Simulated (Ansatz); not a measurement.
# Al2Ru: a line through a two-coordinate scan

One line of a two-coordinate grid on Al2Ru (I4/mmm, No. 139; 3 atoms in the cell): volume per atom is varied, at total spin moment of the cell, held fixed = 0.562 μB.

Program: Ansatz 0.2.0. Level of theory: DFT LDA, scalar-relativistic, plane waves, PAW. These are calculated values, not measurements.

28 further runs of the same task are left out: 28 set aside as unsound or not needed.

### 1 The system as given

Symmetry: I4/mmm, No. 139, tetragonal system. Conventional cell: a = 3.099 Å, b = 3.099 Å, c = 8.351 Å, α = 90.00°, β = 90.00°, γ = 90.00°. Al (site symmetry 4mm) has 5 Ru at 2.56 to 2.85 Å and 5 Al at 2.66 to 2.67 Å as nearest neighbours. Ru (site symmetry 4/mmm) has 10 Al at 2.56 to 2.85 Å as nearest neighbours.

As a file:

```xyz
3
Lattice="-1.5495 1.5495 4.1753 1.5495 -1.5495 4.1753 1.5495 1.5495 -4.1753" Properties=species:S:1:pos:R:3 pbc="T T T"
Al    0.0000    0.0000    5.5038
Al    0.0000    0.0000    2.8468
Ru    0.0000    0.0000    0.0000
```

It goes back to an entry of the Materials Project, which need not be the stable form.

This cell was relaxed beforehand with the same method: volume 13.37 Å³/atom, gap on the mesh none (metal).

### 2 What is varied

The energy is mapped over volume and a fixed ferromagnetic moment.

First coordinate, volume per atom: 7 values from 10.02 to 16.71 Å³. Second coordinate, total spin moment of the cell, held fixed: 9 values from 0.000 to 1.500 μB.

Nothing else is relaxed (shape and fractional coordinates fixed). Points are written as (first, second).

### 3 The run at (10.02 Å³, 0.562 μB)

File input.yaml:

```yaml
crystal:
  lattice:
    - [-1.4077682916, 1.4077682916, 3.7934989081]
    - [1.4077682916, -1.4077682916, 3.7934989081]
    - [1.4077682916, 1.4077682916, -3.7934989081]
  atoms:
    - { symbol: Al, position: [0.6590860915, 0.6590860915, 0.0] }
    - { symbol: Al, position: [0.3409139085, 0.3409139085, 0.0] }
    - { symbol: Ru, position: [0.0, 0.0, 0.0], spin: 0.562 }
basis:
  ecutwfc: 420
kpoints:
  mp_grid: { grid: [20, 20, 20] }
hamiltonian:
  xc: lda
  pseudopotentials: { kind: paw, azcp: { folder: soft_1 } }
scf:
  occupations: { method: gaussian, width: 0.15 }
  lower_state_search: "off"
output:
  forces: true
  stress: true
  eigenvalues: true
  populations: true
magnetization:
  spin_polarized: true
  initial_magnetization: 0.5625
  spin_locking: { lock_magnetization: hard }
```

On the command line:

```sh
$ ansatz run input.yaml --threads 4 --pin off --max-ram 8192MiB --backend cpu --events-out ev --progress --plain --runs-dir out
```

Standard output, shortened:

```text
Warning: <dir> the record states the generating functional pbe (its physics header spells it `PBE`), which answers neither for hamiltonian.xc's functional nor for the lda family's — results may be inconsistent (PPs are generated against a specific XC)
[...]
Warning: output.stress: scf.convergence.dr2_threshold = 1e-7 eV (the SCF's general default) is looser than the 3e-10 eV advised for a printed stress (1e-10 eV for each atom of the cell: 3). What an SCF threshold leaves in a stress goes as its square root, and in the free energy as the [...]
Warning: RAYON_NUM_THREADS=4 ignored (pool sized by the plan → 4); use --threads N
[...]
Pseudopotentials: kind: paw
Pseudopotential: Al, paw, valence charge 3, recommended cutoff 420 eV (normal), <dir>
Pseudopotential: Ru, paw, valence charge 16, recommended cutoff 420 eV (normal), <dir>
Functional definition: SPW92
[...]
Crystal: 3 atoms, lattice volume = 30.072 Å³
Basis set: ecut = 420 eV, 593 PW (Γ), FFT grids on a1+a3, a2+a3, a3
Bands: 16, of which v1, the nominal top of the filled ones, is band 11 counted from 1 (10 counted from 0)
Symmetry: 16 space group operations
Space group: I4/mmm (ITA 139), of the structure as read, at distance tolerance 3.1e-5 Å
Magnetic group: BNS 139.531 (UNI 1191), of the structure as read, at distance tolerance 3.1e-5 Å
k-points: 641 of 8000
[...]
Starting moments: Σ|m| = 0.5625 μB on 3 of 3 sites
[...]
SCF iter   1: F=—  HF=-6784.432448 eV  |F-HF|=—  |Δ(HF+E_count)|=         —  Δρ=6.36e-2 (↑6.36e-2 ↓4.45e-2)  dr2=3.51e0  dr2_m=5.55e-2  M=0.563 μB ∫|m|=0.563 μB  β_m=0.30  ethr=3.10e-3  ⟨swp⟩=5.3  Hψ=111853  notcnv=0
[...]
spin=Collinear: Kerker preconditioning applied to the charge; magnetization (m = ρ↑ − ρ↓) channel mixes plain (no charge-response kernel on spin).
[...]
SCF iter   8: F=-6783.321575 eV  HF=-6783.321575 eV  |F-HF|=5.32e-9  |Δ(HF+E_count)|=   6.77e-8  Δρ=2.28e-6 (↑2.28e-6 ↓2.09e-6)  dr2=7.09e-9  dr2_m=3.75e-11  M=0.562 μB ∫|m|=0.562 μB  ethr=4.55e-10  ⟨swp⟩=7.7  Hψ=89559  notcnv=0
[...]
SCF converged after 8 iterations
Stability checked in part: among states of this total moment the steps that led to this state did not find it unstable. No probe was made; neither looks for a lower state of another moment (fixed_total_moment; see scf.lower_state_search)
Magnetization: 0.5625 μB (11.2812 up, 10.7187 down)
Absolute magnetization: 0.5625 μB (∫|ρ↑−ρ↓|, with the PAW one-centre terms)
Spin contamination: 0.0002 ħ² per cell (⟨S²⟩ above its minimum at these occupations)
Per-site moments (μB) at R_I (Å): [(0.062370556877256435, 0.9603756500685244), (0.06237055687725656, 0.9603756500685244), (0.2151135310435991, 0.9603756500685244)]
Free energy (F): -6783.321575 eV
[...]
E sigma→0 (E₀):  -6783.317134 eV
Entropy (-TS):   -0.008883 eV (-2.961 meV/atom)
Fermi energy:    19.916499 (↑ 20.837006, ↓ 18.995992) eV
[...]
--- Forces (eV/Å), atoms counted from 1 ---
  atom   1  Al     0.00000000    -0.00000000     1.31996937
  atom   2  Al     0.00000000     0.00000000    -1.31996937
  atom   3  Ru     0.00000000     0.00000000    -0.00000000
[...]
--- Stress (GPa, compression-positive) ---
      102.871194       0.000000       0.000000
        0.000000     102.871194      -0.000000
        0.000000       0.000000     101.842907
  P = ⅓ Tr σ = 102.5284 GPa (1025.284 kbar)
--- Band table (eV; the first three rows and the last of 1282) ---
  k-point 0 ↑: bands = ["-52.7898", "-23.0123", "-22.8662", "-22.8662", "6.6484", "12.3960", "14.1041", "17.0927", "17.0927", "17.9467", "18.7496", "23.6845", "23.7222", "27.3447", "27.3447", "27.8114"]
[...]
--- Löwdin populations: 3 sites ---
  site symbol       q [e]    m [muB]
     0     Al      2.8439     0.1556
     1     Al      2.8439     0.1556
     2     Ru     16.1419     0.2327
  spilling = 0.007737 (of n_electrons = 22.000000)
```

Run time: 8 s. Hardware: 4 threads of Intel Xeon Platinum 8488C (Sapphire Rapids), shared host; peak memory 0.77 GiB.

### 4 The run at (11.14 Å³, 0.562 μB)

input.yaml: that of step 3 with these lines changed.

```diff
@@ -2,5 +2,5 @@
   lattice:
-    - [-1.4077682916, 1.4077682916, 3.7934989081]
-    - [1.4077682916, -1.4077682916, 3.7934989081]
-    - [1.4077682916, 1.4077682916, -3.7934989081]
+    - [-1.4580974961, 1.4580974961, 3.929120504]
+    - [1.4580974961, -1.4580974961, 3.929120504]
+    - [1.4580974961, 1.4580974961, -3.929120504]
   atoms:
```

On the command line:

```sh
$ ansatz run input.yaml --threads 4 --pin off --max-ram 8192MiB --backend cpu --events-out ev --progress --plain --runs-dir out
```

Standard output, shortened:

```text
[...]
SCF converged after 8 iterations
Stability checked in part: among states of this total moment the steps that led to this state did not find it unstable. No probe was made; neither looks for a lower state of another moment (fixed_total_moment; see scf.lower_state_search)
Magnetization: 0.5625 μB (11.2812 up, 10.7187 down)
Absolute magnetization: 0.5625 μB (∫|ρ↑−ρ↓|, with the PAW one-centre terms)
Spin contamination: 0.0002 ħ² per cell (⟨S²⟩ above its minimum at these occupations)
Per-site moments (μB) at R_I (Å): [(0.059506554517459606, 0.9947100947216599), (0.05950655451745963, 0.9947100947216599), (0.23805114024155666, 0.9947100947216599)]
Free energy (F): -6784.900957 eV
[...]
E sigma→0 (E₀):  -6784.895370 eV
Entropy (-TS):   -0.011174 eV (-3.725 meV/atom)
Fermi energy:    17.600067 (↑ 18.436989, ↓ 16.763145) eV
[...]
--- Forces (eV/Å), atoms counted from 1 ---
  atom   1  Al     0.00000000     0.00000000     0.62136316
  atom   2  Al     0.00000000     0.00000000    -0.62136316
  atom   3  Ru     0.00000000     0.00000000     0.00000000
[...]
--- Stress (GPa, compression-positive) ---
       53.611922       0.000000       0.000000
        0.000000      53.611922       0.000000
        0.000000       0.000000      51.116260
  P = ⅓ Tr σ = 52.7800 GPa (527.800 kbar)
--- Band table (eV; the first three rows and the last of 1282) ---
  k-point 0 ↑: bands = ["-54.8853", "-25.0422", "-24.9630", "-24.9630", "5.1797", "10.9055", "12.6335", "15.1440", "15.1440", "15.6439", "16.6153", "20.8979", "21.7927", "24.5813", "24.5813", "24.8875"]
[...]
--- Löwdin populations: 3 sites ---
  site symbol       q [e]    m [muB]
     0     Al      2.8819     0.1466
     1     Al      2.8819     0.1466
     2     Ru     16.0786     0.2538
  spilling = 0.007164 (of n_electrons = 22.000000)
```

Wall time 8.9 s (4 threads of Intel Xeon Platinum 8488C (Sapphire Rapids), shared host); peak memory 0.81 GiB.

### 5 Grid point (12.25 Å³, 0.562 μB)

input.yaml: that of step 4 with these lines changed.

```diff
@@ -2,5 +2,5 @@
   lattice:
-    - [-1.4580974961, 1.4580974961, 3.929120504]
-    - [1.4580974961, -1.4580974961, 3.929120504]
-    - [1.4580974961, 1.4580974961, -3.929120504]
+    - [-1.5051732418, 1.5051732418, 4.0559750373]
+    - [1.5051732418, -1.5051732418, 4.0559750373]
+    - [1.5051732418, 1.5051732418, -4.0559750373]
   atoms:
```

On the command line:

```sh
$ ansatz run input.yaml --threads 4 --pin off --max-ram 8192MiB --backend cpu --events-out ev --progress --plain --runs-dir out
```

Standard output, shortened:

```text
Warning: <dir> the record states the generating functional pbe (its physics header spells it `PBE`), which answers neither for hamiltonian.xc's functional nor for the lda family's — results may be inconsistent (PPs are generated against a specific XC)
[...]
Warning: output.stress: scf.convergence.dr2_threshold = 1e-7 eV (the SCF's general default) is looser than the 3e-10 eV advised for a printed stress (1e-10 eV for each atom of the cell: 3). What an SCF threshold leaves in a stress goes as its square root, and in the free energy as the [...]
Warning: RAYON_NUM_THREADS=4 ignored (pool sized by the plan → 4); use --threads N
[...]
[... 4 set-up lines as earlier in the session ...]
[...]
Crystal: 3 atoms, lattice volume = 36.756 Å³
Basis set: ecut = 420 eV, 729 PW (Γ), FFT grids on a1+a3, a2+a3, a3
Bands: 16, of which v1, the nominal top of the filled ones, is band 11 counted from 1 (10 counted from 0)
[... 1 set-up line as earlier in the session ...]
[...]
Spin contamination: 0.0002 ħ² per cell (⟨S²⟩ above its minimum at these occupations)
Per-site moments (μB) at R_I (Å): [(0.05626661118419134, 1.0268250387287374), (0.05626661118419134, 1.0268250387287376), (0.2609739878921356, 1.0268250387287374)]
Free energy (F): -6785.649651 eV
[...]
E sigma→0 (E₀):  -6785.642851 eV
Entropy (-TS):   -0.013599 eV (-4.533 meV/atom)
Fermi energy:    15.690051 (↑ 16.439862, ↓ 14.940240) eV
[...]
--- Forces (eV/Å), atoms counted from 1 ---
  atom   1  Al     0.00000000    -0.00000000     0.13581028
  atom   2  Al    -0.00000000    -0.00000000    -0.13581028
  atom   3  Ru     0.00000000     0.00000000     0.00000000
[...]
--- Stress (GPa, compression-positive) ---
       22.438125      -0.000000       0.000000
       -0.000000      22.438125       0.000000
        0.000000       0.000000      19.193190
  P = ⅓ Tr σ = 21.3565 GPa (213.565 kbar)
--- Band table (eV; the first three rows and the last of 1282) ---
  k-point 0 ↑: bands = ["-56.6413", "-26.7480", "-26.7146", "-26.7146", "4.0093", "9.6740", "11.3868", "13.5273", "13.5273", "13.7654", "14.8382", "18.6052", "20.1660", "22.2818", "22.2818", "22.4552"]
[...]
--- Löwdin populations: 3 sites ---
  site symbol       q [e]    m [muB]
     0     Al      2.9116     0.1370
     1     Al      2.9116     0.1370
     2     Ru     16.0279     0.2753
  spilling = 0.006767 (of n_electrons = 22.000000)
```

Run time: 10 s. Hardware: 4 threads of Intel Xeon Platinum 8488C (Sapphire Rapids), shared host; peak memory 0.85 GiB.

### 6 Grid point (14.48 Å³, 0.562 μB)

input.yaml: that of step 5 with these lines changed.

```diff
@@ -2,5 +2,5 @@
   lattice:
-    - [-1.5051732418, 1.5051732418, 4.0559750373]
-    - [1.5051732418, -1.5051732418, 4.0559750373]
-    - [1.5051732418, 1.5051732418, -4.0559750373]
+    - [-1.5913425759, 1.5913425759, 4.2881746664]
+    - [1.5913425759, -1.5913425759, 4.2881746664]
+    - [1.5913425759, 1.5913425759, -4.2881746664]
   atoms:
```

On the command line:

```sh
$ ansatz run input.yaml --threads 4 --pin off --max-ram 8192MiB --backend cpu --events-out ev --progress --plain --runs-dir out
```

Standard output, shortened:

```text
[...]
SCF converged after 9 iterations
Stability checked in part: among states of this total moment the steps that led to this state did not find it unstable. No probe was made; neither looks for a lower state of another moment (fixed_total_moment; see scf.lower_state_search)
an eigenvalue changed by more than its tolerance at an iteration that met the thresholds in force, so the SCF went on 1 time: the last check found none over its tolerance
Magnetization: 0.5625 μB (11.2812 up, 10.7188 down)
Absolute magnetization: 0.5625 μB (∫|ρ↑−ρ↓|, with the PAW one-centre terms)
Spin contamination: 0.0005 ħ² per cell (⟨S²⟩ above its minimum at these occupations)
Per-site moments (μB) at R_I (Å): [(0.04948409050692844, 1.0856095210684389), (0.04948409050692841, 1.0856095210684389), (0.3037730500656863, 1.0856095210684389)]
Free energy (F): -6785.750945 eV
[...]
Entropy (-TS):   -0.018329 eV (-6.110 meV/atom)
Fermi energy:    12.721421 (↑ 13.313134, ↓ 12.129708) eV
[...]
--- Forces (eV/Å), atoms counted from 1 ---
  atom   1  Al     0.00000000     0.00000000    -0.44245979
  atom   2  Al     0.00000000     0.00000000     0.44245979
  atom   3  Ru    -0.00000000     0.00000000    -0.00000000
[...]
--- Stress (GPa, compression-positive) ---
      -10.464714       0.000000       0.000000
        0.000000     -10.464714       0.000000
        0.000000       0.000000     -14.135748
  P = ⅓ Tr σ = -11.6884 GPa (-116.884 kbar)
--- Band table (eV; the first three rows and the last of 1282) ---
  k-point 0 ↑: bands = ["-59.4087", "-29.4690", "-29.4690", "-29.4511", "2.2615", "7.7537", "9.3838", "10.8762", "10.9959", "10.9959", "12.0518", "15.0572", "17.5681", "18.6442", "18.6442", "18.6792"]
[...]
--- Löwdin populations: 3 sites ---
  site symbol       q [e]    m [muB]
     0     Al      2.9517     0.1181
     1     Al      2.9517     0.1181
     2     Ru     15.9584     0.3158
  spilling = 0.006284 (of n_electrons = 22.000000)
```

It took 12 s on 4 threads of Intel Xeon Platinum 8488C (Sapphire Rapids), shared host; peak memory 0.94 GiB.

### 7 The run at (15.59 Å³, 0.562 μB)

input.yaml: that of step 6 with these lines changed.

```diff
@@ -2,5 +2,5 @@
   lattice:
-    - [-1.5913425759, 1.5913425759, 4.2881746664]
-    - [1.5913425759, -1.5913425759, 4.2881746664]
-    - [1.5913425759, 1.5913425759, -4.2881746664]
+    - [-1.6311505715, 1.6311505715, 4.3954448676]
+    - [1.6311505715, -1.6311505715, 4.3954448676]
+    - [1.6311505715, 1.6311505715, -4.3954448676]
   atoms:
```

On the command line:

```sh
$ ansatz run input.yaml --threads 4 --pin off --max-ram 8192MiB --backend cpu --events-out ev --progress --plain --runs-dir out
```

Standard output, shortened:

```text
Warning: <dir> the record states the generating functional pbe (its physics header spells it `PBE`), which answers neither for hamiltonian.xc's functional nor for the lda family's — results may be inconsistent (PPs are generated against a specific XC)
[...]
Warning: output.stress: scf.convergence.dr2_threshold = 1e-7 eV (the SCF's general default) is looser than the 3e-10 eV advised for a printed stress (1e-10 eV for each atom of the cell: 3). What an SCF threshold leaves in a stress goes as its square root, and in the free energy as the [...]
Warning: RAYON_NUM_THREADS=4 ignored (pool sized by the plan → 4); use --threads N
[...]
[... 4 set-up lines as earlier in the session ...]
[...]
Crystal: 3 atoms, lattice volume = 46.779 Å³
Basis set: ecut = 420 eV, 931 PW (Γ), FFT grids on a1+a3, a2+a3, a3
Bands: 16, of which v1, the nominal top of the filled ones, is band 11 counted from 1 (10 counted from 0)
[... 1 set-up line as earlier in the session ...]
[...]
Spin contamination: 0.0006 ħ² per cell (⟨S²⟩ above its minimum at these occupations)
Per-site moments (μB) at R_I (Å): [(0.045939399168234314, 1.1127664259960177), (0.045939399168234196, 1.112766425996018), (0.3240208817604386, 1.1127664259960177)]
Free energy (F): -6785.414643 eV
[...]
E sigma→0 (E₀):  -6785.404350 eV
Entropy (-TS):   -0.020586 eV (-6.862 meV/atom)
Fermi energy:    11.543588 (↑ 12.067181, ↓ 11.019996) eV
[...]
--- Forces (eV/Å), atoms counted from 1 ---
  atom   1  Al     0.00000000    -0.00000000    -0.60767100
  atom   2  Al     0.00000000     0.00000000     0.60767100
  atom   3  Ru     0.00000000     0.00000000    -0.00000000
[...]
--- Stress (GPa, compression-positive) ---
      -18.718121       0.000000       0.000000
        0.000000     -18.718121       0.000000
        0.000000       0.000000     -22.340792
  P = ⅓ Tr σ = -19.9257 GPa (-199.257 kbar)
--- Band table (eV; the first three rows and the last of 1282) ---
  k-point 0 ↑: bands = ["-60.5173", "-30.5716", "-30.5716", "-30.5404", "1.5913", "6.9881", "8.5640", "9.7325", "9.9833", "9.9833", "10.9377", "13.6550", "16.5116", "17.1224", "17.1224", "17.2380"]
[...]
--- Löwdin populations: 3 sites ---
  site symbol       q [e]    m [muB]
     0     Al      2.9649     0.1088
     1     Al      2.9649     0.1088
     2     Ru     15.9354     0.3355
  spilling = 0.006123 (of n_electrons = 22.000000)
```

It took 13 s on 4 threads of Intel Xeon Platinum 8488C (Sapphire Rapids), shared host; peak memory 0.98 GiB.

### 8 The run at (16.71 Å³, 0.562 μB)

input.yaml: that of step 7 with these lines changed.

```diff
@@ -2,5 +2,5 @@
   lattice:
-    - [-1.6311505715, 1.6311505715, 4.3954448676]
-    - [1.6311505715, -1.6311505715, 4.3954448676]
-    - [1.6311505715, 1.6311505715, -4.3954448676]
+    - [-1.6691049708, 1.6691049708, 4.4977202016]
+    - [1.6691049708, -1.6691049708, 4.4977202016]
+    - [1.6691049708, 1.6691049708, -4.4977202016]
   atoms:
```

On the command line:

```sh
$ ansatz run input.yaml --threads 4 --pin off --max-ram 8192MiB --backend cpu --events-out ev --progress --plain --runs-dir out
```

Standard output, shortened:

```text
[...]
SCF converged after 8 iterations
Stability checked in part: among states of this total moment the steps that led to this state did not find it unstable. No probe was made; neither looks for a lower state of another moment (fixed_total_moment; see scf.lower_state_search)
Magnetization: 0.5625 μB (11.2812 up, 10.7188 down)
Absolute magnetization: 0.5627 μB (∫|ρ↑−ρ↓|, with the PAW one-centre terms)
Spin contamination: 0.0009 ħ² per cell (⟨S²⟩ above its minimum at these occupations)
Per-site moments (μB) at R_I (Å): [(0.04224778735151913, 1.138658812628441), (0.04224778735151911, 1.1386588126284412), (0.34391933971735394, 1.138658812628441)]
Free energy (F): -6784.941289 eV
[...]
E sigma→0 (E₀):  -6784.929894 eV
Entropy (-TS):   -0.022789 eV (-7.596 meV/atom)
Fermi energy:    10.517714 (↑ 10.979902, ↓ 10.055525) eV
[...]
--- Forces (eV/Å), atoms counted from 1 ---
  atom   1  Al     0.00000000     0.00000000    -0.72034003
  atom   2  Al     0.00000000     0.00000000     0.72034003
  atom   3  Ru     0.00000000     0.00000000     0.00000000
[...]
--- Stress (GPa, compression-positive) ---
      -23.874126      -0.000000       0.000000
       -0.000000     -23.874126       0.000000
        0.000000       0.000000     -27.364778
  P = ⅓ Tr σ = -25.0377 GPa (-250.377 kbar)
--- Band table (eV; the first three rows and the last of 1282) ---
  k-point 0 ↑: bands = ["-61.4868", "-31.5359", "-31.5359", "-31.4967", "1.0178", "6.3191", "7.8370", "8.7338", "9.0964", "9.0964", "9.9633", "12.4363", "15.5783", "15.7928", "15.7928", "15.9781"]
[...]
--- Löwdin populations: 3 sites ---
  site symbol       q [e]    m [muB]
     0     Al      2.9755     0.0996
     1     Al      2.9755     0.0996
     2     Ru     15.9172     0.3551
  spilling = 0.005987 (of n_electrons = 22.000000)
```

Run time: 12 s. Hardware: 4 threads of Intel Xeon Platinum 8488C (Sapphire Rapids), shared host; peak memory 0.98 GiB.

### 9 The line in numbers

| volume per atom (Å³) | step | energy (meV/atom) | pressure (GPa) | largest force on an atom (eV/Å) |
| --- | --- | --- | --- | --- |
| 10.02 | 3 | 849 | 103 | 1.32 |
| 11.14 | 4 | 323 | 53 | 0.62 |
| 12.25 | 5 | 73 | 21 | 0.14 |
| 13.37 | – | 0 | 1 | 0.20 |
| 14.48 | 6 | 40 | −12 | 0.44 |
| 15.59 | 7 | 152 | −20 | 0.61 |
| 16.71 | 8 | 310 | −25 | 0.72 |

Energies count from the lowest point of the line. Rows without a step come from runs not printed here or follow by symmetry.

What this shows: The lowest point of the line is at 13.37 Å³. Three points round the minimum, joined by a parabola, put the minimum at 13.532 Å³, with a curvature of about 91 meV/atom per (Å³)². The well is lopsided: two grid steps out, the energy rises by 323 meV/atom towards smaller values and 152 meV/atom towards larger ones. The highest point computed, at 10.02 Å³, lies 849 meV/atom above the lowest. This is one cut through a surface in two coordinates; the map's lowest point lies off it.
